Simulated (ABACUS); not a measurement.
Input of an ABACUS 3.10.1 run:

The input INPUT:

```
INPUT_PARAMETERS
suffix              CsLiCr2Te2S3
calculation         scf
basis_type          lcao
pseudo_dir          ./
orbital_dir         ./
symmetry            1
dft_functional      pbe
ecutwfc             100
pseudo_rcut         7
nspin               2
nbands              57
ks_solver           genelpa
smearing_method     fd
smearing_sigma      0.00367493
scf_thr             1e-07
scf_nmax            100
mixing_type         broyden
mixing_beta         0.4
cal_force           1
cal_stress          1
nupdown             2.0
out_mul             1
```

STRU

```
ATOMIC_SPECIES
Cs 132.9055 Cs.upf
Li 6.9400 Li.upf
Cr 51.9961 Cr.upf
Te 127.6000 Te.upf
S 32.0600 S.upf

NUMERICAL_ORBITAL
Cs_confined-atom_10au_3s2p2d.orb
Li_confined-atom_8au_3s1p.orb
Cr_confined-atom_7au_3s2p2d1f.orb
Te_confined-atom_8au_2s2p2d.orb
S_confined-atom_7au_2s2p1d.orb

LATTICE_CONSTANT
1.8897261246

LATTICE_VECTORS
3.4216200000 -5.1806900000 0.0078400000
3.4216200000 5.1806900000 0.0078400000
-2.9041100000 0.0000000000 7.4309300000

ATOMIC_POSITIONS
Direct

Cs
0.0
1
0.0937400000 0.0937400000 0.0085300000 1 1 1 mag 0

Li
0.0
1
0.5887500000 0.5887500000 0.5533600000 1 1 1 mag 0

Cr
0.0
2
0.0564600000 0.4675500000 0.5579000000 1 1 1 mag 3
0.4675500000 0.0564600000 0.5579000000 1 1 1 mag 3

Te
0.0
2
0.5648600000 0.8735700000 0.2903500000 1 1 1 mag 0
0.8735700000 0.5648600000 0.2903500000 1 1 1 mag 0

S
0.0
3
0.8115100000 0.3969700000 0.7334700000 1 1 1 mag 0
0.3969700000 0.8115100000 0.7334700000 1 1 1 mag 0
0.2140400000 0.2140400000 0.4837100000 1 1 1 mag 0
```

Contents of KPT:

```
K_POINTS
0
Gamma
4 4 3 0 0 0
```

Potentials or basis: PseudoDojo NC SR 0.4.1 PBE standard, DZP LCAO (the cutoffs set its grid).

Command:

```sh
$ OMP_NUM_THREADS=1 mpirun -np 4 abacus > log
```

Predict the largest force.

0.339 eV/Å.

Estimate the Mulliken charges.

Cs +0.57; Li +0.49; Cr +0.40, +0.41; Te -0.30, -0.31; S -0.43, -0.45, -0.36 e.

Estimate the pressure.

-0.6 GPa.

Stress tensor (GPa, compression positive):
```
-0.56  0.00  0.06
 0.00 -1.00  0.00
 0.06  0.00 -0.24
```

Caveat: the atomic orbitals were generated for these runs and aren't a published set; the moment is held away from its start; the basis of atomic orbitals isn't converged, which shifts pressures, moduli and gaps; the total moment is fixed, so each spin has its own Fermi level; only a ferromagnetic start was run, and an antiferromagnetic order may lie lower in energy. The run has no spin-orbit coupling, so splittings on Cs, Te are missing.
